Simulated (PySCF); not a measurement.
**H4OSeSi: geometry, electronic excitations**

Wanted: the electronic excitations of H4OSeSi (`O[SiH2][SeH]`), by calculation.

The runs use PySCF 2.14.0, with density-fitted response routines of our own; the level of theory stands in each step. All values are computed, except where a source is named. Atoms are numbered from 0 throughout.

## (1) Starting geometry

7 atoms, charge 0, multiplicity 1; geometry from: GFN2-xTB. The atoms were then displaced at random by about 0.01 Å, so the start is not that level's minimum.

Bonds of the start (Å): O0–Si1 1.62, Si1–Se2 2.29, O0–H3 0.94, Si1–H4 1.46, Si1–H5 1.45, Se2–H6 1.45.

## (2) Optimising the geometry at PBE0-D3(BJ)/def2-SVP

Job settings and geometry (Å):

```
{"job": {"xc": "PBE0", "basis": "def2-SVP", "d3": "d3bj", "grid": 1, "shake": 0.01, "kind": "geom"}, "charge": 0, "multiplicity": 1}
O     -1.202400    -0.757280     0.282730
Si    -0.303090     0.572140     0.074510
Se     1.741810    -0.029220    -0.766770
H     -1.303350    -1.401890    -0.392760
H     -0.807870     1.488090    -0.941790
H     -0.162380     1.082970     1.426630
H      2.071230    -0.983910     0.267530
```

On the command line:

```
$ OMP_NUM_THREADS=1 python probes_run.py task.json out
```

The driver reads the jobs from task.json and runs them one after another.

The log of the run:

```text
step   0  E = -2767.80328514  max force = 0.023257
step   1  E = -2767.80735328  max force = 0.006420
step   2  E = -2767.80777249  max force = 0.003036
step   3  E = -2767.80782426  max force = 0.000704
step   4  E = -2767.80783828  max force = 0.000369
optimisation converged
```

Run time: 13 s. Hardware: 1 thread of Arm Neoverse V1, shared host; peak memory 0.36 GiB.

Relaxation path:

```csv
step,energy from step 0 (eV),largest force component (eV/Å)
0,0.0000,1.1959
1,-0.1107,0.3301
2,-0.1221,0.1561
3,-0.1235,0.0362
4,-0.1239,0.0190
```

Distances of close pairs at the start and the end, largest changes first:

```csv
bond,before (Å),after (Å),change (Å)
O0–Si1,1.618,1.661,+0.042
Si1–H4,1.458,1.493,+0.034
Si1–H5,1.452,1.484,+0.032
Se2–H6,1.446,1.472,+0.026
O0–H3,0.939,0.962,+0.023
Si1–Se2,2.292,2.283,-0.008
```

The final coordinates are the input of the step that follows.

```csv
at the end point,value
point group (found at 0.08 Å tolerance),C1
"rotational constants (GHz, main isotopes)","17.278, 2.364, 2.171"
dipole moment (D),0.82
```

## (3) Ultraviolet spectrum: PBE0/aug-cc-pVTZ

Job settings and geometry (Å):

```
{"job": {"kind": "uv", "xc": "PBE0", "basis": "aug-cc-pVTZ"}, "charge": 0, "multiplicity": 1}
O     -1.086685    -0.862641     0.361283
Si    -0.153848     0.493984     0.144106
Se     1.890872     0.027342    -0.758301
H     -1.160086    -1.454350    -0.394000
H     -0.731578     1.457294    -0.838891
H     -0.037750     1.098523     1.494852
H      2.298855    -0.798528     0.389532
```

With the program's defaults for keys left out, this is: TDDFT PBE0/aug-cc-pVTZ, vertical, gas phase, core orbitals frozen in the response.

The log of the run:

```text
coarse grid: 28816 points
cycle   1  E = -2768.2533716055  dE = -7.121e-01  |g| = 7.298e-01  |ddm| = 5.283e+00
cycle   2  E = -2768.0744357119  dE =  1.789e-01  |g| = 1.209e+00  |ddm| = 2.103e+00
cycle   3  E = -2768.3432067710  dE = -2.688e-01  |g| = 9.623e-02  |ddm| = 1.304e+00
cycle   4  E = -2768.3451601628  dE = -1.953e-03  |g| = 3.055e-02  |ddm| = 2.089e-01
cycle   5  E = -2768.3454336813  dE = -2.735e-04  |g| = 1.156e-02  |ddm| = 6.039e-02
cycle   6  E = -2768.3454579066  dE = -2.423e-05  |g| = 1.192e-03  |ddm| = 1.462e-02
cycle   7  E = -2768.3454582037  dE = -2.971e-07  |g| = 4.840e-04  |ddm| = 2.346e-03
final grid: 57696 points
cycle   8  E = -2768.3454334861  dE = -4.514e-08  |g| = 5.155e-04  |ddm| = 6.622e-03
cycle   9  E = -2768.3454334703  dE =  1.576e-08  |g| = 5.622e-04  |ddm| = 1.691e-03
cycle  10  E = -2768.3454335741  dE = -1.038e-07  |g| = 3.146e-05  |ddm| = 8.665e-04
cycle  11  E = -2768.3454335744  dE = -2.547e-10  |g| = 5.680e-06  |ddm| = 4.941e-05
converged SCF energy = -2768.3454335744

Static polarisability (au): isotropic 61.756, principal 54.852 56.758 73.659

Singlet excitations
state   eV       nm        f      main configurations
  1   5.4497    227.5   0.01401   H->L 0.67, H->L+1 0.23
  2   5.9167    209.5   0.05240   H->L+2 0.49, H->L 0.25, H->L+1 0.19
  3   6.0792    203.9   0.02824   H->L+1 0.52, H->L+2 0.36
  4   6.7981    182.4   0.04921   H->L+3 0.89
  5   6.9529    178.3   0.01459   H->L+4 0.32, H-1->L 0.31, H->L+5 0.29
  6   6.9787    177.7   0.00831   H-1->L 0.61, H->L+5 0.15, H->L+4 0.12
  7   7.0922    174.8   0.01653   H->L+4 0.38, H-1->L+1 0.29, H->L+5 0.22
  8   7.1343    173.8   0.00584   H-1->L+1 0.56, H->L+5 0.25, H->L+4 0.11
  9   7.2579    170.8   0.00974   H->L+6 0.57, H->L+7 0.16
 10   7.4732    165.9   0.00723   H->L+7 0.57, H->L+6 0.20, H-1->L+2 0.09

Triplet excitations (Tamm-Dancoff, eV): 5.0285 5.5454 5.6624 6.4234
```

It took 36 s on 1 thread of Arm Neoverse V1, shared host; peak memory 0.85 GiB.

Frontier orbitals and where they lie:

```csv
orbital,eV,atoms
HOMO−3,-10.72,"O0 41 %, Si1 17 %, Se2 15 %"
HOMO−2,-9.33,"O0 24 %, Si1 24 %, H4 17 %"
HOMO−1,-8.64,"Se2 42 %, O0 20 %, Si1 18 %"
HOMO,-7.28,"Se2 67 %, Si1 16 %, H6 12 %"
LUMO,-0.49,"H6 27 %, H3 18 %, Se2 17 %"
LUMO+1,-0.23,"Si1 34 %, Se2 20 %, H3 16 %"
LUMO+2,-0.02,"Se2 37 %, Si1 32 %, H5 11 %"
```

With each of the 10 states as a Gaussian band of 0.4 eV half-width at 1/e, the curve within the window shown has maxima at 209 nm (ε 3,300), 179 nm (ε 3,700) L/(mol cm). Beyond the last state computed it falls off for lack of states. The curve at chosen wavelengths:

nm, ε (L/mol/cm) and a bar:
```
      160        318 ##
      164        817 ######
      168       1630 #############
      172       2630 #####################
      175       3294 ###########################
      179       3717 ##############################
      183       3449 ############################
      187       2749 ######################
      191       2148 #################
      195       2031 ################
      198       2272 ##################
      202       2794 ######################
      206       3201 ##########################
      210       3255 ##########################
      214       2948 ########################
      218       2434 ###################
      221       2018 ################
      225       1518 ############
      229       1116 #########
      233        807 ######
      237        572 ####
      241        392 ###
      244        287 ##
      248        182 #
      252        110 
      256         63
```

Ground-state properties from the same run:

```csv
property,computed
dipole moment (D),0.67
polarisability (Å³),9.15
HOMO–LUMO gap (eV),6.79
−ε(HOMO) (eV),7.28
```

## (4) TDDFT and polarisability: PBE0/def2-TZVPD

The job, as its differences from that of step 3:

```diff
@@ -1,2 +1,2 @@
-{"job": {"kind": "uv", "xc": "PBE0", "basis": "aug-cc-pVTZ"}, "charge": 0, "multiplicity": 1}
+{"job": {"kind": "uv", "xc": "PBE0", "basis": "def2-TZVPD"}, "charge": 0, "multiplicity": 1}
 O     -1.086685    -0.862641     0.361283
```

Level: TDDFT PBE0/def2-TZVPD, vertical, gas phase, core orbitals frozen in the response.

The log of the run:

```text
coarse grid: 28816 points
cycle   1  E = -2768.2096243612  dE = -7.254e-01  |g| = 7.480e-01  |ddm| = 2.060e+00
cycle   2  E = -2768.0295996923  dE =  1.800e-01  |g| = 1.217e+00  |ddm| = 1.071e+00
cycle   3  E = -2768.3002370308  dE = -2.706e-01  |g| = 1.139e-01  |ddm| = 7.303e-01
cycle   4  E = -2768.3027916148  dE = -2.555e-03  |g| = 2.402e-02  |ddm| = 1.042e-01
cycle   5  E = -2768.3029434604  dE = -1.518e-04  |g| = 1.429e-02  |ddm| = 3.415e-02
cycle   6  E = -2768.3029869496  dE = -4.349e-05  |g| = 1.435e-03  |ddm| = 1.206e-02
cycle   7  E = -2768.3029873305  dE = -3.809e-07  |g| = 4.549e-04  |ddm| = 1.546e-03
final grid: 57696 points
cycle   8  E = -2768.3030120384  dE = -3.400e-08  |g| = 4.641e-04  |ddm| = 3.461e-03
cycle   9  E = -2768.3030120308  dE =  7.580e-09  |g| = 5.026e-04  |ddm| = 7.978e-04
cycle  10  E = -2768.3030120953  dE = -6.454e-08  |g| = 5.799e-05  |ddm| = 3.987e-04
cycle  11  E = -2768.3030120960  dE = -6.353e-10  |g| = 8.534e-06  |ddm| = 3.526e-05
converged SCF energy = -2768.3030120960

Static polarisability (au): isotropic 61.563, principal 54.739 56.596 73.353

Singlet excitations
state   eV       nm        f      main configurations
  1   5.4969    225.6   0.01055   H->L 0.63, H->L+1 0.28
  2   5.9662    207.8   0.05343   H->L+2 0.50, H->L 0.28, H->L+1 0.18
  3   6.1377    202.0   0.02944   H->L+1 0.49, H->L+2 0.40
  4   6.9716    177.8   0.04901   H->L+3 0.80, H-1->L 0.11
  5   7.0368    176.2   0.01111   H-1->L 0.60, H->L+4 0.25, H->L+3 0.10
  6   7.0738    175.3   0.01245   H->L+4 0.58, H-1->L 0.21, H-1->L+1 0.10
  7   7.1677    173.0   0.01985   H-1->L+1 0.74, H->L+4 0.08
  8   7.2684    170.6   0.03696   H->L+5 0.88
  9   7.3694    168.2   0.00918   H->L+7 0.78
 10   7.4770    165.8   0.00812   H->L+6 0.82

Triplet excitations (Tamm-Dancoff, eV): 5.0576 5.5791 5.6921 6.4553
```

It took 21 s on 1 thread of Arm Neoverse V1, shared host; peak memory 0.71 GiB.

Key values: HOMO -7.29 eV, LUMO -0.37 eV; lowest singlet 5.50 eV.

## (5) Side by side: electronic excitations

Excitations and ground-state properties, with basis size and wall time:

```csv
run,lowest singlet (eV),brightest (eV),f,gap (eV),α (Å³),μ (D),functions,time
PBE0/aug-cc-pVTZ,5.45,5.92,0.052,6.79,9.15,0.67,247,36 s
PBE0/def2-TZVPD,5.50,5.97,0.053,6.92,9.12,0.69,176,21 s
```

## (6) Outcome

| quantity | value |
| --- | --- |
| point group | C1 |
| rotational constants (main isotopes) | 17.28, 2.36, 2.17 GHz |
| lowest singlet (PBE0/aug-cc-pVTZ) | 5.45 eV (228 nm), f = 0.014 |
| brightest single state of those computed | state 2, 5.92 eV, f = 0.052 |
| lowest triplet | 5.03 eV |
| range of the lowest singlet | 5.45 to 5.50 eV |

What this shows: Over 4 steps the energy fell by 0.124 eV; of the close pairs, O0–Si1 changed most, 1.618 to 1.661 Å. The lowest singlet, at 5.45 eV, is HOMO→LUMO 0.67, HOMO→LUMO+1 0.23 and is weak; of the 10 states computed, the strongest absorption comes from state 2 at 5.92 eV. The lowest triplet lies 0.42 eV below the lowest singlet (triplets in Tamm-Dancoff, singlets in full TDDFT). The lowest singlet runs from 5.45 eV (PBE0/aug-cc-pVTZ) to 5.50 eV (PBE0/def2-TZVPD), while the orbital gap spans 6.79 to 6.92 eV. The lowest state need not be the same one in every run.
